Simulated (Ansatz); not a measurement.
# BrF2H3O2Ti: the cost of one run

Method: RKS PBE-D4/def2-SVP, in Ansatz 0.2.0.

1 further run of the same task is left out (it didn't finish).

### Step 1. The system as given

Bond lengths: Ti1–O2 2.270 Å, O2–H3 1.010 Å, Ti1–O4 1.920 Å, O4–H5 1.010 Å, Ti1–F6 1.829 Å, Ti1–F7 1.829 Å, Ti1–Br8 2.850 Å. Angles: Ti1–O2–H3 109.5°, O2–Ti1–O4 109.5°, O2–Ti1–F6 109.5°, O2–Ti1–F7 109.5°, O2–Ti1–Br8 71.6°, O4–Ti1–F6 109.5°, O4–Ti1–F7 109.5°, O4–Ti1–Br8 67.1°, F6–Ti1–F7 109.5°, F6–Ti1–Br8 72.9°, F7–Ti1–Br8 176.5°, Ti1–O4–H5 109.5°.

Structure file:

```xyz
9

Ti    0.0000    0.0000    0.0000
O     0.0000    0.0000    2.2700
H    -0.9095   -0.2814    2.6071
O     1.8106    0.0000   -0.6394
H     2.1269   -0.9521   -0.7560
F    -0.8619    1.4933   -0.6094
F    -0.8619   -1.4933   -0.6094
Br    1.4947    2.2541    0.8987
H     0.7203    1.0863    2.1119
```

### Step 2. Pulling towards end A

Springs on the bonds that form and break draw the guess towards this end; the thresholds are loose.

Input file input.yaml:

```yaml
crystal:
  periodic: [false, false, false]
  atoms:
    - { symbol: Ti, position_ang: [0.0, 0.0, 0.0] }
    - { symbol: O, position_ang: [0.0, 0.0, 2.27] }
    - { symbol: H, position_ang: [-0.9095, -0.2814, 2.6071] }
    - { symbol: O, position_ang: [1.8106, 0.0, -0.6394] }
    - { symbol: H, position_ang: [2.1269, -0.9521, -0.756] }
    - { symbol: F, position_ang: [-0.8619, 1.4933, -0.6094] }
    - { symbol: F, position_ang: [-0.8619, -1.4933, -0.6094] }
    - { symbol: Br, position_ang: [1.4947, 2.2541, 0.8987] }
    - { symbol: H, position_ang: [0.7203, 1.0863, 2.1119] }
basis:
  gaussian: { orbitals: def2-SVP }
hamiltonian:
  xc: pbe
  dispersion: d4
relax:
  f_tol: 0.15
  max_steps: 25
  restrain:
    - { distance: [0, 7], at: 3.75, k: 30.0 }
    - { distance: [8, 1], at: 2.21, k: 30.0 }
    - { distance: [0, 1], at: 1.92, k: 30.0 }
    - { distance: [8, 7], at: 1.55, k: 30.0 }
```

The run is started by

```
$ ansatz run input.yaml --threads 4 --pin off --max-ram 5120MiB --backend cpu --events-out ev --progress --plain --runs-dir out
```

Q: Estimate wall time and peak memory on 4 threads of Arm Neoverse V1, shared host.

About 24 s, with a peak of 0.22 GiB.
